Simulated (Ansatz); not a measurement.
# AlFH2S2: up Jacob's ladder to CCSD(T)

One table from this session's results is given with a row withheld; the runs are named, their logs left out.

Method: functionals in def2-TZVPP, the program's frozen cores in correlated methods; program: Ansatz 0.2.0, Gaussian basis.

Plan: LDA (SPW92), PBE-D4, revPBE-D4, BLYP-D4, r2SCAN-D4, B97M-V, PBE0-D4, B3LYP-D4, r2SCANh-D4, r2SCAN0-D4, HSE06-D4, BHLYP-D4, CAM-B3LYP-D4, LC-ωPBE, ωB97X-V, ωB97M-V, B2PLYP, PBE-QIDH; CCSD(T)/def2-SVP; CCSD(T)/def2-TZVPP; MP2/def2-QZVPP; extrapolation to the limit; RPA on PBE.

## The geometry

All runs share one geometry, relaxed beforehand with PBE0-D4 in a triple-zeta def2 set.

SMILES `[F][Al]([SH])[SH]`, 6 atoms, charge 0, spin multiplicity 1.

Atoms are counted from 1 here; the program's logs count them from 0.

Bond lengths: F1–Al2 1.646 Å, Al2–S3 2.165 Å, Al2–S4 2.165 Å, S3–H5 1.346 Å, S4–H6 1.346 Å. Angles: F1–Al2–S3 119.4°, F1–Al2–S4 119.4°, S3–Al2–S4 121.3°, Al2–S3–H5 91.5°, Al2–S4–H6 91.5°.

Set-up of the first run:

in.yaml reads:

```yaml
crystal:
  periodic: [false, false, false]
  atoms:
    - {symbol: F, position_ang: [-0.767841, -1.381688, -0.632629]}
    - {symbol: Al, position_ang: [-0.014940, -0.049515, -0.025415]}
    - {symbol: S, position_ang: [2.128564, -0.086622, 0.275028]}
    - {symbol: S, position_ang: [-1.187807, 1.704888, 0.456949]}
    - {symbol: H, position_ang: [2.207796, -1.346459, -0.191049]}
    - {symbol: H, position_ang: [-2.323671, 1.095395, 0.070916]}
basis:
  gaussian: {orbitals: def2-TZVPP}
hamiltonian: {xc: lda}
output: {orbitals: {seedname: orbitals}}
```

Run with:

```bash
$ ansatz run in.yaml --threads 4 --pin off --events-out ev --progress --plain --max-ram 10444MiB
```

Steps of the session up to this table: LDA; PBE-D4 (GGA); revPBE-D4 (GGA); BLYP-D4 (GGA); r2SCAN-D4 (meta-GGA); B97M-V (meta-GGA); PBE0-D4 (hybrid); B3LYP-D4 (hybrid); r2SCANh-D4 (hybrid); r2SCAN0-D4 (hybrid); HSE06-D4 (hybrid); BHLYP-D4 (hybrid); CAM-B3LYP-D4 (range-separated); LC-ωPBE (range-separated); ωB97X-V (range-separated); ωB97M-V (range-separated); B2PLYP (double hybrid); PBE-QIDH (double hybrid).

One table of the session follows, with a row left open; its other results are not shown here.

It belongs to the step «Frontier levels by functional». 

```
  functional  HOMO (eV)  gap (eV)
 LDA (SPW92)      -6.81      4.89
      PBE-D4      -6.67      5.03
   revPBE-D4      -6.62      5.11
     BLYP-D4      -6.48      4.91
   r2SCAN-D4      -6.97      5.73
      B97M-V      -7.01      5.64
     PBE0-D4      -7.90      7.08
    B3LYP-D4      -7.62      6.54
  r2SCANh-D4      -7.42      6.45
  r2SCAN0-D4      -8.08      7.51
    HSE06-D4      -7.49      6.31
    BHLYP-D4      -8.93      8.91
CAM-B3LYP-D4      -9.18      9.27
     LC-ωPBE          ?         ?
     ωB97X-V     -10.23     11.39
     ωB97M-V     -10.04     10.89
```

**Question.** Estimate the row for LC-ωPBE.

As computed: HOMO (eV): -10.62; gap (eV): 11.94. In the column «HOMO (eV)» it is the lowest.
